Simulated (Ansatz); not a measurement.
Working through a table of relaxed lattice constants and trends of a series on the CsCl structure: VRu, NbRu, TaRu

Computed with Ansatz 0.2.0, Python API.

The cells in order, each with its output:

```python
import warnings

import ansatz as az
import matplotlib.pyplot as plt
import numpy as np
```

```python
def cscl(A, B, a):
    return (
        az.Lattice.cubic(a)
        .space_group(221)
        .atom(A, (0, 0, 0))
        .atom(B, (0.5, 0.5, 0.5))
    )

POLARISED = {"VRu"}
```

```python
def run_phase(name, crystal):
    calc = (
        crystal.calculation()
        .functional("pbesol")
        .basis(520)  # cutoff of the orbital basis
        .kpoints(spacing=0.14)  # sampling of the Brillouin zone
        .occupations("cold", width=0.1)  # fractional filling near the Fermi level
        .stress()  # GPa
        .band_table()  # levels at the mesh points
    )
    if name in POLARISED:
        calc = calc.spin("collinear")
    calc = calc.relax(force_tolerance=0.03, cell=True)
    return calc.run(threads=1)
```

```python
def volume_per_atom(outcome):
    return abs(np.linalg.det(outcome.lattice.cell_ang)) / len(outcome.lattice.sites)
```

```python
# the lattice constants below are starting guesses
warnings.simplefilter("ignore", az.DeckWarning)

phases = {}
phases["VRu"] = cscl("V", "Ru", 3.02).moments(V=1.5)
phases["NbRu"] = cscl("Nb", "Ru", 3.13)
phases["TaRu"] = cscl("Ta", "Ru", 3.19)
```

```python
done = {}
for name, crystal in phases.items():
    done[name] = run_phase(name, crystal)
    print(f"{name}: {done[name].report['energy_sigma0_ev']:.4f} eV, {len(done[name].lattice.sites)} atoms")
```

    RunWarning: the starting moments were not kept: the SCF closed with an absolute magnetisation of 5.8e-5 μB, where they sum to 1.5 μB in size (1 site). That is at most 0.1 of that sum. Measured as [...]
    VRu: -8702.2297 eV, 2 atoms
    NbRu: -10312.2520 eV, 2 atoms
    TaRu: -15623.5188 eV, 2 atoms

```python
rows = [(name, float(np.linalg.norm(o.lattice.cell_ang[0])), volume_per_atom(o), abs(o.report["magnetization_mub"])) for name, o in done.items()]
print("  compound       a (A)  V (A^3/atom)  M (muB/cell)")
for row in rows:
    print(f"{str(row[0]):>10}  {row[1]:10.3f}  {row[2]:12.3f}  {row[3]:12.2f}")
plt.figure(figsize=(4.5, 3))
plt.bar([row[0] for row in rows], [row[1] for row in rows])
plt.ylabel("a (A)")
plt.tight_layout()
plt.savefig("series.png", dpi=100)
```

      compound       a (A)  V (A^3/atom)  M (muB/cell)
           VRu       2.970        13.105          0.00
          NbRu       3.139        15.462          0.00
          TaRu       3.139        15.465          0.00

From smallest to largest: VRu (13.10 Å³), NbRu (15.46 Å³) and TaRu (15.46 Å³). The largest is 18 % above the smallest.

Caveats:
- Absolute energies stand on the zero of these potentials, so only differences at equal settings mean something.
- The SCF didn't keep the moments it started from (some shrank, vanished or turned); what is printed is the state reached.
- Spin-orbit coupling, which matters for elements this heavy, is left out.
- Warnings are shown shortened and without file and line.
- The cells are built on a prototype by substitution; a member may or may not take this structure in nature.
- The script silences the warnings on its input, which a real study should read.
- Finished in 2.7 min on 1 thread of Arm Neoverse V1 (shared host), peak memory 0.62 GiB.
